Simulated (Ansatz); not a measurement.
# CH8N2SSi: one species, many methods

Aim: compute CH8N2SSi with functionals from several rungs and with coupled cluster. The yardstick is the atomisation energy at the CCSD(T) limit.

Computed with Ansatz 0.2.0, Gaussian basis. Level: functionals in def2-TZVPP, the program's frozen cores in correlated methods.

Plan: PBE-D4, r2SCAN-D4, PBE0-D4, B3LYP-D4, ωB97X-V, ωB97M-V, B2PLYP; CCSD(T)/def2-TZVPP; MP2/def2-QZVPP; extrapolation to the limit.

**1. Structure used throughout**

The geometry comes from an earlier relaxation with PBE0-D4 in a triple-zeta def2 set; it is a stationary point, not always the lowest conformer.

SMILES `CN[SiH](N)S`, 13 atoms, charge 0, spin multiplicity 1.

Atoms are counted from 1 here; the program's logs count them from 0.

Bond lengths: C1–N2 1.447 Å, C1–H6 1.097 Å, C1–H7 1.093 Å, C1–H8 1.094 Å, N2–Si3 1.705 Å, N2–H9 1.009 Å, Si3–N4 1.704 Å, Si3–S5 2.154 Å, Si3–H10 1.489 Å, N4–H11 1.006 Å, N4–H12 1.006 Å, S5–H13 1.342 Å. Angles: N2–C1–H6 113.3°, N2–C1–H7 109.4°, N2–C1–H8 111.1°, H6–C1–H7 107.5°, H6–C1–H8 108.1°, H7–C1–H8 107.2°, C1–N2–Si3 124.0°, C1–N2–H9 113.5°, Si3–N2–H9 116.7°, N2–Si3–N4 106.0°, N2–Si3–S5 119.6°, N2–Si3–H10 104.4°, N4–Si3–S5 102.4°, N4–Si3–H10 120.1°, S5–Si3–H10 105.3°, Si3–N4–H11 120.8°, Si3–N4–H12 120.7°, H11–N4–H12 112.6° and more.

**2. PBE-D4 (GGA)**

File in.yaml:

```yaml
crystal:
  periodic: [false, false, false]
  atoms:
    - {symbol: C, position_ang: [-1.733678, -0.379139, -0.947345]}
    - {symbol: N, position_ang: [-0.937281, 0.121411, 0.151850]}
    - {symbol: Si, position_ang: [0.754715, -0.060390, 0.262838]}
    - {symbol: N, position_ang: [1.156705, 0.257602, 1.888446]}
    - {symbol: S, position_ang: [2.041597, 1.296974, -0.806009]}
    - {symbol: H, position_ang: [-1.844873, 0.341786, -1.766692]}
    - {symbol: H, position_ang: [-1.262276, -1.274681, -1.359411]}
    - {symbol: H, position_ang: [-2.733633, -0.667183, -0.609649]}
    - {symbol: H, position_ang: [-1.337471, 0.930379, 0.603117]}
    - {symbol: H, position_ang: [1.023361, -1.402203, -0.324079]}
    - {symbol: H, position_ang: [2.103530, 0.470591, 2.152788]}
    - {symbol: H, position_ang: [0.629516, -0.157225, 2.638781]}
    - {symbol: H, position_ang: [2.160088, 0.487477, -1.870033]}
basis:
  gaussian: {orbitals: def2-TZVPP}
hamiltonian: {xc: pbe, dispersion: d4}
output: {forces: true, orbitals: {seedname: orbitals}}
```

Started as:

```
ansatz run in.yaml --threads 4 --pin off --events-out ev --progress --plain --max-ram 10444MiB
```

After this run come: r2SCAN-D4 (meta-GGA); PBE0-D4 (hybrid); B3LYP-D4 (hybrid); ωB97X-V (range-separated); ωB97M-V (range-separated); B2PLYP (double hybrid); CCSD(T) in def2-TZVPP; MP2 in def2-QZVPP.

**Question.** What will the summary of the whole plan be? Wanted: atomisation energy, CCSD(T)/CBS; farthest; mean size of error, hybrid; mean size of error, range-separated; gap, smallest and largest; T1 diagnostic; triples share of the correlation energy.

**Answer**, as computed:

```
                               quantity                                 value
        atomisation energy, CCSD(T)/CBS                         4562.2 kJ/mol
 functionals within 22.8 kJ/mol (0.5 %)          r2SCAN-D4, PBE0-D4, B3LYP-D4
                               farthest                 PBE-D4 (+61.4 kJ/mol)
             mean size of error, hybrid                            9.8 kJ/mol
    mean size of error, range-separated                           24.3 kJ/mol
              gap, smallest and largest  5.19 eV (PBE-D4), 11.79 eV (ωB97X-V)
                          T1 diagnostic                                0.0104
triples share of the correlation energy                                 3.9 %
```

What this shows: PBE-D4 misses by +61.4 kJ/mol. Double hybrids carry the basis error of their MP2 part in triple zeta, and no dispersion term here, so their miss is partly the set-up's. Misses under about 22.8 kJ/mol are within the doubt on the reference itself, which lacks core-valence correlation, relativity and higher excitations. Hartree-Fock recovers 70 % of the binding; the rest is correlation. Orbital gaps span 5.2 to 11.8 eV; exact exchange widens them.
